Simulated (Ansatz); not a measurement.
# Os (Os, diamond): the cost of one run

Program: Ansatz 0.2.0. Level of theory: DFT LDA (PW92), plane waves (420 eV) with PAW, scalar-relativistic; PBE-made PAW files. These are calculated values, not measurements.

## (1) The starting structure

The structure is cubic, space group Fd-3m (No. 227). The conventional cell has a = 5.326 Å, b = 5.326 Å, c = 5.326 Å, α = 90.00°, β = 90.00°, γ = 90.00°. Around Os (site symmetry -43m) lie 4 Os at 2.31 Å.

Structure file:

```xyz
2
Lattice="0.0000 2.6632 2.6632 2.6632 0.0000 2.6632 2.6632 2.6632 0.0000" Properties=species:S:1:pos:R:3 pbc="T T T"
Os    0.6658    0.6658    0.6658
Os    4.6605    4.6605    4.6605
```

## (2) Relaxing cell and atoms

input.yaml reads:

```yaml
crystal:
  lattice:
    - [0.0, 2.6631674351, 2.6631674351]
    - [2.6631674351, 0.0, 2.6631674351]
    - [2.6631674351, 2.6631674351, 0.0]
  atoms:
    - { symbol: Os, position: [0.125, 0.125, 0.125] }
    - { symbol: Os, position: [0.875, 0.875, 0.875] }
hamiltonian:
  xc: lda
  pseudopotentials:
    kind: paw
    azcp:
      Os: "pseudopotentials/Os.paw.azcp"
basis:
  ecutwfc: 420
  fft_grid_basis: typed
kpoints:
  mp_grid: { grid: [10, 10, 10], shift: [0, 0, 0] }
magnetization:
  spin_polarized: false
scf:
  occupations: { method: fermi_dirac, width: 0.1 }
relax:
  max_steps: 60
  f_tol: 0.01
  cell: {}
output:
  write_density: true
  write_potential: true
  elf: true
  volumetric_format: npy
```

**Question.** How long does this run take on 2 threads of Arm Neoverse V1, shared host, and how much memory does it need?

About 6.4 s, with a peak of 0.32 GiB.
